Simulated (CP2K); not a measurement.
HfIn4SiO6:

```xyz
12
Lattice="5.4313 0.0000 0.0000 -2.7153 4.7039 0.0000 -0.9283 -1.6077 7.4070" Properties=species:S:1:pos:R:3 pbc="T T T"
Hf    3.7071    0.9956    0.0000
In    1.8857    0.9754    3.7035
In    0.9916    2.5635    0.0000
In   -0.8652    2.5638    3.7035
In    4.6262   -0.6069    3.7035
Si   -1.7240    4.1315    0.0000
O    -0.7767   -0.8564    6.4193
O     2.1412    4.1970    0.9876
O     2.0525    1.1367    6.4191
O     1.8294    0.7504    0.9879
O    -0.9973    2.7434    0.9876
O    -1.0868    2.5884    6.4194
```

The cell was built by a generator and needn't be a form met in nature.

Base run:

| Quantity | Value |
| --- | --- |
| Program | CP2K 2026.2 |
| Functional | PBEsol |
| Potentials or basis | POTENTIAL_UZH Hf GTH-PBE-q12, In GTH-PBE-q13, Si GTH-PBE-q4, O GTH-PBE-q6; TZVP-MOLOPT-PBE-GTH basis |
| Density cutoff | 13606 eV |
| k mesh | 6 × 6 × 4 |
| Occupations | fermi-dirac, width 0.05 eV |
| Spin | no spin polarisation |

Its results: band gap on the k mesh none (metal or under the smearing width); pressure -4.0 GPa; largest force 0.336 eV/Å.

Q: The run is repeated on the same cell with these changes: functional from PBEsol to RPBE. What comes out?

A: Band gap on the k mesh none (metal or under the smearing width); pressure 1.8 GPa; largest force 0.250 eV/Å.

RPBE binds less tightly than PBEsol, so the same cell stands under more pressure.

Caveats: the potentials were made for another functional, which shifts forces and pressure; spin-orbit coupling is left out, which moves the levels of the heavy elements; the basis of atomic orbitals isn't converged, which shifts pressures, moduli and gaps.
